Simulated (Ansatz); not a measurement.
# CH6OSSi: a ladder of functionals and wavefunction methods

How much do the methods differ for CH6OSSi? The plan is to run it at one geometry with functionals of several rungs and with coupled cluster. The yardstick is the atomisation energy at the CCSD(T) limit.

Program: Ansatz 0.2.0, Gaussian basis. Level of theory: functionals in def2-TZVPP, the program's frozen cores in correlated methods. These are calculated values, not measurements.

Plan: LDA (SPW92), PBE-D4, revPBE-D4, BLYP-D4, r2SCAN-D4, B97M-V, PBE0-D4, B3LYP-D4, r2SCANh-D4, r2SCAN0-D4, HSE06-D4, BHLYP-D4, CAM-B3LYP-D4, LC-ωPBE, ωB97X-V, ωB97M-V, B2PLYP, PBE-QIDH; CCSD(T)/def2-SVP; CCSD(T)/def2-TZVPP; MP2/def2-QZVPP; extrapolation to the limit; RPA on PBE.

## 1. The geometry

The geometry comes from an earlier relaxation with PBE0-D4 in a triple-zeta def2 set; it is a stationary point, not always the lowest conformer.

SMILES `O[SiH2]CS`, 10 atoms, charge 0, spin multiplicity 1.

Atoms are counted from 1 here; the program's logs count them from 0.

Bond lengths: O1–Si2 1.643 Å, O1–H5 0.962 Å, Si2–C3 1.876 Å, Si2–H6 1.484 Å, Si2–H7 1.491 Å, C3–S4 1.818 Å, C3–H8 1.093 Å, C3–H9 1.092 Å, S4–H10 1.344 Å. Angles: Si2–O1–H5 114.2°, O1–Si2–C3 109.5°, O1–Si2–H6 106.5°, O1–Si2–H7 112.0°, C3–Si2–H6 112.3°, C3–Si2–H7 106.8°, H6–Si2–H7 109.8°, Si2–C3–S4 108.8°, Si2–C3–H8 109.8°, Si2–C3–H9 114.3°, S4–C3–H8 105.1°, S4–C3–H9 110.7°, H8–C3–H9 107.7°, C3–S4–H10 97.1°.

## 2. LDA

This LDA is Slater exchange with PW92 correlation.

in.yaml reads:

```yaml
crystal:
  periodic: [false, false, false]
  atoms:
    - {symbol: O, position_ang: [-1.785029, 0.553125, -0.514599]}
    - {symbol: Si, position_ang: [-0.488246, 0.755297, 0.474239]}
    - {symbol: C, position_ang: [0.558151, -0.801355, 0.463128]}
    - {symbol: S, position_ang: [1.000242, -1.196509, -1.255805]}
    - {symbol: H, position_ang: [-1.577377, 0.137043, -1.356555]}
    - {symbol: H, position_ang: [-1.030275, 1.059147, 1.821417]}
    - {symbol: H, position_ang: [0.392374, 1.870230, 0.021397]}
    - {symbol: H, position_ang: [-0.037628, -1.651285, 0.806188]}
    - {symbol: H, position_ang: [1.450936, -0.748013, 1.089056]}
    - {symbol: H, position_ang: [1.599852, -0.028881, -1.545564]}
basis:
  gaussian: {orbitals: def2-TZVPP}
hamiltonian: {xc: lda}
output: {orbitals: {seedname: orbitals}}
```

Started as:

```sh
$ ansatz run in.yaml --threads 2 --pin off --events-out ev --progress --plain --max-ram 4352MiB
```

Further steps of the session: PBE-D4 (GGA); revPBE-D4 (GGA); BLYP-D4 (GGA); r2SCAN-D4 (meta-GGA); B97M-V (meta-GGA); B3LYP-D4 (hybrid); r2SCANh-D4 (hybrid); r2SCAN0-D4 (hybrid); HSE06-D4 (hybrid); BHLYP-D4 (hybrid); CAM-B3LYP-D4 (range-separated); LC-ωPBE (range-separated); ωB97X-V (range-separated); ωB97M-V (range-separated); B2PLYP (double hybrid); PBE-QIDH (double hybrid); CCSD(T) in def2-SVP; CCSD(T) in def2-TZVPP; MP2 in def2-QZVPP; RPA on PBE orbitals.

Q: Predict the results of all the runs planned. Wanted: atomisation energy, CCSD(T)/CBS; farthest beyond LDA; mean size of error, GGA; mean size of error, meta-GGA; mean size of error, hybrid; mean size of error, range-separated; mean size of error, double hybrid; gap, smallest and largest; T1 diagnostic.

**Answer**, as computed:

```
                               quantity                                                      value
        atomisation energy, CCSD(T)/CBS                                                  35.854 eV
    functionals within 0.179 eV (0.5 %)  PBE-D4, r2SCAN-D4, B97M-V, CAM-B3LYP-D4, ωB97X-V, ωB97M-V
                    farthest beyond LDA                                       BHLYP-D4 (-1.126 eV)
                mean size of error, GGA                                                   0.388 eV
           mean size of error, meta-GGA                                                   0.049 eV
             mean size of error, hybrid                                                   0.483 eV
    mean size of error, range-separated                                                   0.174 eV
      mean size of error, double hybrid                                                   0.558 eV
              gap, smallest and largest                  4.93 eV (LDA (SPW92)), 12.14 eV (LC-ωPBE)
                          T1 diagnostic                                                     0.0109
triples share of the correlation energy                                                      3.8 %
```

In words: LDA overbinds by 4.741 eV (13 %). PBE-D4 is off by +0.160 eV. Double hybrids carry the basis error of their MP2 part in triple zeta, and no dispersion term here, so their miss is partly the set-up's. The rungs meta-GGA, range-separated miss on average by less than the doubt on the reference (0.179 eV), so they tie. The reference freezes the cores and leaves out relativity and excitations past (T), so misses under about 0.179 eV can't be ranked. Hartree-Fock recovers 72 % of the binding; the rest is correlation. CCSD(T) in def2-SVP is off by -2.676 eV, worse than the median functional, from the basis alone. The gap grows from 4.9 to 12.1 eV across the functionals, mostly with the share of exact exchange.
